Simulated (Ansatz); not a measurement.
**C2H4AlBO: small, medium and large basis sets**

The task here is to estimate one member of a computed series from the others.

Program: Ansatz 0.2.0, Gaussian basis. Level of theory: one geometry, several basis sets. These are calculated values, not measurements.

The runs, in order: PBE0-D4/def2-SVP; ωB97M-V/def2-SVP; PBE0-D4/def2-QZVPP; ωB97M-V/def2-QZVPP; the functionals' def2-TZVPP values are taken from earlier runs.

**The geometry**

An earlier PBE0-D4 in a triple-zeta def2 set relaxation fixed the geometry.

9 atoms, charge 0, spin multiplicity 1.

Atoms are counted from 1 here; the program's logs count them from 0.

Bond lengths: B1–C2 1.485 Å, B1–H6 1.197 Å, B1–H7 1.197 Å, C2–C3 1.217 Å, C3–O4 1.273 Å, O4–Al5 1.737 Å, Al5–H8 1.569 Å, Al5–H9 1.571 Å. Angles: C2–B1–H6 120.4°, C2–B1–H7 120.4°, H6–B1–H7 119.2°, B1–C2–C3 179.9°, C2–C3–O4 178.7°, C3–O4–Al5 131.1°, O4–Al5–H8 112.6°, O4–Al5–H9 117.5°, H8–Al5–H9 129.9°.

The first run:

Input file in.yaml:

```yaml
crystal:
  periodic: [false, false, false]
  atoms:
    - {symbol: B, position_ang: [-2.047032, 1.541565, 0.601884]}
    - {symbol: C, position_ang: [-0.844064, 0.868553, 0.048711]}
    - {symbol: C, position_ang: [0.141130, 0.316304, -0.403795]}
    - {symbol: O, position_ang: [1.174177, -0.240380, -0.897780]}
    - {symbol: Al, position_ang: [2.018705, -1.689035, -0.443347]}
    - {symbol: H, position_ang: [-2.641488, 1.059922, 1.522871]}
    - {symbol: H, position_ang: [-2.433232, 2.573068, 0.133160]}
    - {symbol: H, position_ang: [3.250841, -1.983583, -1.368409]}
    - {symbol: H, position_ang: [1.469463, -2.492714, 0.789606]}
basis:
  gaussian: {orbitals: def2-SVP}
hamiltonian: {xc: pbe0, dispersion: d4}
output: {orbitals: {seedname: orbitals}}
```

The run is started by

```sh
$ ansatz run in.yaml --threads 2 --pin off --events-out ev --progress --plain --max-ram 4352MiB
```

Among the steps run: PBE0-D4 in def2-SVP; ωB97M-V in def2-SVP; PBE0-D4 in def2-QZVPP; ωB97M-V in def2-QZVPP.

One of the session's tables, all rows but one given; the rest of the session is left out.

| functional | basis | HOMO (eV) | LUMO (eV) |
| --- | --- | --- | --- |
| PBE0-D4 | def2-SVP | -6.83 | -2.04 |
| PBE0-D4 | def2-TZVPP | -6.87 | -2.06 |
| PBE0-D4 | def2-QZVPP | -6.89 | -2.07 |
| ωB97M-V | def2-SVP | ? | ? |
| ωB97M-V | def2-TZVPP | -9.08 | -0.39 |
| ωB97M-V | def2-QZVPP | -9.09 | -0.52 |

Estimate the missing values for ωB97M-V, def2-SVP.

The run gave: HOMO (eV): -9.00; LUMO (eV): -0.28. In the column «HOMO (eV)» it lies between ωB97M-V, def2-TZVPP (-9.08) and PBE0-D4, def2-QZVPP (-6.89).
